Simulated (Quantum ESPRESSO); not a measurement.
Runs of Quantum ESPRESSO 7.5 on Al2Cl. It takes space group P4mm (No. 99, tetragonal). Conventional cell: a = 3.789 Å, b = 3.789 Å, c = 4.767 Å, α = 90.00°, β = 90.00°, γ = 90.00°. Around Al (site symmetry 2mm) lie 2 Cl at 1.90 Å. Around Cl (site symmetry 4mm) lie 4 Al at 1.90 Å. The cell was built by a generator and needn't be a form met in nature.

| task | level | potentials or basis | cell | k mesh | cutoff (eV) | iterations | startingwfc | form of the LDA correlation | other keys | gap on the mesh (eV) | pressure (GPa) | largest force (eV/Å) |
| --- | --- | --- | --- | --- | --- | --- | --- | --- | --- | --- | --- | --- |
| energy-loss spectrum | PBEsol | PseudoDojo 0.4.1 SR PBEsol standard | as given | 4 × 4 × 4, shifted | 789 | 200 | atomic | - | verbose = yes; startingwfc = atomic | none | 49.5 | 3.34 |
| energy-loss spectrum | PBE | PseudoDojo 0.4.1 SR PBE standard | cell strained at random at fixed volume | 4 × 4 × 4, shifted | 789 | 200 | - | - | - | none | 52.0 | 3.56 |
| phonons | revPBE | PseudoDojo 0.5 SR PBE stringent | relaxed | 4 × 4 × 4, shifted | 789 | - | - | - | - | none | 0.0 | - |
| energy-loss spectrum | PBE | PseudoDojo 0.5 SR PBE stringent | volume scaled by 1.25 | 4 × 4 × 4, shifted | 789 | 200 | - | - | - | none | (a) | 2.55 |
| phonons | LDA | PseudoDojo 0.4.1 SR LDA standard | relaxed to 15 GPa | 6 × 6 × 4, shifted | 762 | - | - | PW92 | - | none | 15.2 | - |
| phonons | LDA | PseudoDojo 0.4.1 SR LDA standard | relaxed to 3 GPa | 6 × 6 × 4, shifted | 762 | - | - | PW92 | - | none | 3.4 | - |

Alike in all rows: no spin polarisation; smearing fermi-dirac 0.05 eV; the mesh is coarse, so values aren't converged.

Q: Estimate the missing entries.

A: (a) 23.5.

Caveats: some runs use coarse meshes; an odd number of electrons without spin polarisation forces a metal; a magnetic or distorted state may lie lower; the Lanczos chain is short for so many electrons, so humps in the spectrum may be artefacts (some runs); this functional lacks dispersion, which binds the layers, so the pressure and a relaxed spacing across them are unreliable (some runs); the mesh is thin for the phonons of a metal (some runs); some modes are imaginary (some runs); the layers were relaxed without a dispersion term, so their spacing and the soft interlayer modes are unreliable (some runs).

A gap of «none» marks a metal or a gap under the smearing width.
